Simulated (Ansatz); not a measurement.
# SbH₂− (triplet): wave-function methods side by side at a displaced geometry (v2), def2-TZVPD

The task here is to estimate one member of a computed series from the others.

Computed with Ansatz 0.2.0, Gaussian basis. Level: def2-TZVPD, core rule «outside noble gas», up to 9 orbitals frozen.

To be run: UHF; CCSD(T) on ROHF; CCSD(T) on UHF; BCCD(T) on ROHF; CCSDT(Q) on ROHF; CCSDT(Q) on UHF; CASSCF and MRCISD+Q, 8 electrons in 6 orbitals; CASSCF and NEVPT2, 8 electrons in 6 orbitals.

20 further runs of the same task are left out: 7 that didn't finish, 13 set aside as unsound or not needed.

## What is computed

The geometry is a PBE0/def2-TZVPD stationary point (not a proven minimum) with its atoms shifted at random (size 0.100 Å). No spin-orbit coupling is included. Elements past krypton take def2 core potentials.

3 atoms, charge -1, spin multiplicity 3.

Atoms are counted from 1 here; the program's logs count them from 0.

Bond lengths: Sb1–H2 2.106 Å, Sb1–H3 2.116 Å. Angles: H2–Sb1–H3 173.1°.

The first run:

The input, in.yaml:

```yaml
crystal:
  periodic: [false, false, false]
  atoms:
    - {symbol: Sb, position_ang: [0.084376, 0.005225, -0.005002]}
    - {symbol: H, position_ang: [-0.080498, 0.013599, -2.104309]}
    - {symbol: H, position_ang: [-0.003878, -0.018825, 2.109311]}
basis:
  gaussian: {orbitals: def2-TZVPD}
total_charge: -1
magnetization: {spin_polarized: true, initial_magnetization: 2}
hamiltonian: {xc: hf}
output: {orbitals: {seedname: orbitals}}
```

Run with:

```console
$ ansatz run in.yaml --threads 1 --pin off --events-out ev --progress --plain --max-ram 2393MiB
```

Among the steps run: UHF; CCSD(T) on ROHF; CCSD(T) on UHF; BCCD(T) on ROHF; CCSDT(Q) on ROHF; CCSDT(Q) on UHF; CASSCF and MRCISD+Q, 8 electrons in 6 orbitals; CASSCF and NEVPT2, 8 electrons in 6 orbitals.

One of the session's tables, all rows but one given; the rest of the session is left out.

| method | from UCCSDT(Q) (meV) |
| --- | --- |
| ROHF | +4362.1 |
| UHF | +4261.2 |
| RMP2 | +1007.3 |
| UMP2 | +1001.9 |
| RCCSD | +229.1 |
| UCCSD | +216.6 |
| RCCSD(T) | +56.4 |
| UCCSD(T) | +47.1 |
| BCCD(T) | +57.3 |
| RCCSDT | +19.4 |
| UCCSDT | +8.8 |
| RCCSDT(Q) | ? |
| UCCSDT(Q) | 0 |
| CASSCF valence | +3794.1 |
| NEVPT2 valence | +1027.1 |
| MRCISD valence | +376.3 |
| MRCISD+Q valence | +62.6 |

Estimate the missing values for RCCSDT(Q).

As computed: from UCCSDT(Q) (meV): +11.5. In the column «from UCCSDT(Q) (meV)» it lies between UCCSDT (+8.8) and RCCSDT (+19.4).

Caveats from the session: Restricted and unrestricted rows rest on different reference determinants; where their highest levels disagree by more than a few hundredths of an eV, they describe different states and don't form one ladder.
